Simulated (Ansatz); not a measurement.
# CH9AsGeSi: the cost of one run

Program: Ansatz 0.2.0. Level of theory: RKS LDA/def2-SVP. These are calculated values, not measurements.

### Step 1. Starting point

Bond lengths: Ge1–Si2 2.255 Å, Si2–C3 1.863 Å, C3–As4 1.907 Å, Ge1–H5 1.609 Å, Ge1–H6 1.537 Å, Ge1–H7 1.580 Å, Si2–H8 1.442 Å, Si2–H9 1.504 Å, C3–H10 1.130 Å, C3–H11 1.130 Å, As4–H12 1.516 Å, As4–H13 1.635 Å. Angles (14 of 21 angles, heavy atoms first): Ge1–Si2–C3 110.1°, Si2–C3–As4 113.3°, Ge1–Si2–H8 111.3°, Ge1–Si2–H9 106.9°, C3–Si2–H8 108.2°, C3–Si2–H9 110.2°, Si2–Ge1–H5 109.6°, Si2–Ge1–H6 112.9°, Si2–Ge1–H7 110.6°, Si2–C3–H10 107.7°, Si2–C3–H11 108.3°, As4–C3–H10 109.6°, As4–C3–H11 111.0°, C3–As4–H12 95.0°.

As a file:

```xyz
13

Ge   -1.4629    0.1918    1.3696
Si    0.2497   -1.0660    0.6141
C     1.2455   -0.1060   -0.6344
As    0.2952    0.2446   -2.2507
H    -2.4431    0.5597    0.1479
H    -2.3060   -0.5253    2.4363
H    -0.9317    1.5544    1.9666
H    -0.2251   -2.2706   -0.0201
H     1.1017   -1.4072    1.8052
H     2.1766   -0.7030   -0.8639
H     1.5883    0.8555   -0.1501
H     1.3354    1.1949   -2.8116
H    -0.6032    1.4425   -1.5942
```

### Step 2. End point A

input.yaml

```yaml
crystal:
  periodic: [false, false, false]
  atoms:
    - { symbol: Ge, position_ang: [-1.4629, 0.1918, 1.3696] }
    - { symbol: Si, position_ang: [0.2497, -1.066, 0.6141] }
    - { symbol: C, position_ang: [1.2455, -0.106, -0.6344] }
    - { symbol: As, position_ang: [0.2952, 0.2446, -2.2507] }
    - { symbol: H, position_ang: [-2.4431, 0.5597, 0.1479] }
    - { symbol: H, position_ang: [-2.306, -0.5253, 2.4363] }
    - { symbol: H, position_ang: [-0.9317, 1.5544, 1.9666] }
    - { symbol: H, position_ang: [-0.2251, -2.2706, -0.0201] }
    - { symbol: H, position_ang: [1.1017, -1.4072, 1.8052] }
    - { symbol: H, position_ang: [2.1766, -0.703, -0.8639] }
    - { symbol: H, position_ang: [1.5883, 0.8555, -0.1501] }
    - { symbol: H, position_ang: [1.3354, 1.1949, -2.8116] }
    - { symbol: H, position_ang: [-0.6032, 1.4425, -1.5942] }
basis:
  gaussian: { orbitals: def2-SVP }
hamiltonian:
  xc: lda
relax:
  f_tol: 0.015
  max_steps: 40
```

Command:

```
ansatz run input.yaml --threads 2 --pin off --max-ram 3072MiB --backend cpu --events-out ev --progress --plain --runs-dir out
```

What time and memory should one allow on 2 threads of Arm Neoverse V1, shared host?

About 40 s, with a peak of 0.2 GiB.
